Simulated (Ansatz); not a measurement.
# BeBr+ (triplet): the correlation ladder at distance Br1–Be2 = 2.086 Å, cc-pVDZ

An exercise on one series of results from a longer session: the logs are not shown, and one member is left open.

Method: cc-pVDZ, core rule «outside noble gas», up to 15 orbitals frozen; program: Ansatz 0.2.0, Gaussian basis.

Plan: UHF; CCSD(T) on ROHF; CCSD(T) on UHF; BCCD(T) on ROHF; CISD; CCSDT(Q) on ROHF; CCSDT(Q) on UHF; CASSCF and MRCISD+Q, 4 electrons in 4 orbitals; CASSCF and NEVPT2, 4 electrons in 4 orbitals.

39 further runs of the same task are left out: 22 for a known fault of the program, 13 that didn't finish, 4 set aside as unsound or not needed.

**The system**

The geometry derives from a PBE0/def2-TZVP stationary point (not a proven minimum). One bond is set to the value named and the two fragments are kept rigid. No spin-orbit coupling is included. The filled d shell of Br may be among the frozen orbitals whatever the setting's name suggests; the logs give the count.

2 atoms, charge 1, spin multiplicity 3.

Atoms are counted from 1 here; the program's logs count them from 0.

Bond lengths: Br1–Be2 2.086 Å.

Set-up of the first run:

File in.yaml:

```yaml
crystal:
  periodic: [false, false, false]
  atoms:
    - {symbol: Br, position_ang: [0.000000, 0.000000, 0.000000]}
    - {symbol: Be, position_ang: [0.000000, 0.000000, 2.086000]}
basis:
  gaussian: {orbitals: cc-pVDZ}
total_charge: 1
magnetization: {spin_polarized: true, initial_magnetization: 2}
hamiltonian: {xc: hf}
output: {orbitals: {seedname: orbitals}}
```

Launch:

```sh
$ ansatz run in.yaml --threads 1 --pin off --events-out ev --progress --plain --max-ram 2393MiB
```

Among the steps run: UHF; CCSD(T) on ROHF; CCSD(T) on UHF; BCCD(T) on ROHF; CISD; CCSDT(Q) on ROHF; CCSDT(Q) on UHF; CASSCF and MRCISD+Q, 4 electrons in 4 orbitals; CASSCF and NEVPT2, 4 electrons in 4 orbitals.

One of the session's tables, all rows but one given; the rest of the session is left out.

| method | from UCCSDT(Q) (kcal/mol) |
| --- | --- |
| ROHF | +78.51 |
| UHF | +76.15 |
| RMP2 | +12.23 |
| UMP2 | +12.49 |
| CISD | +4.50 |
| RCCSD | +1.85 |
| UCCSD | +1.74 |
| RCCSD(T) | +0.44 |
| UCCSD(T) | +0.38 |
| BCCD(T) | +0.44 |
| RCCSDT | +0.17 |
| UCCSDT | +0.11 |
| RCCSDT(Q) | ? |
| UCCSDT(Q) | 0 |
| CASSCF pair | +73.43 |
| NEVPT2 pair | +11.18 |
| MRCISD pair | +4.18 |
| MRCISD+Q pair | +0.16 |

Estimate the missing values for RCCSDT(Q).

The run gave: from UCCSDT(Q) (kcal/mol): +0.06. In the column «from UCCSDT(Q) (kcal/mol)» it lies between UCCSDT(Q) (0) and UCCSDT (+0.11).

Limits of these values: Restricted and unrestricted rows rest on different reference determinants; where their highest levels disagree by more than a few hundredths of an eV, they describe different states and don't form one ladder.
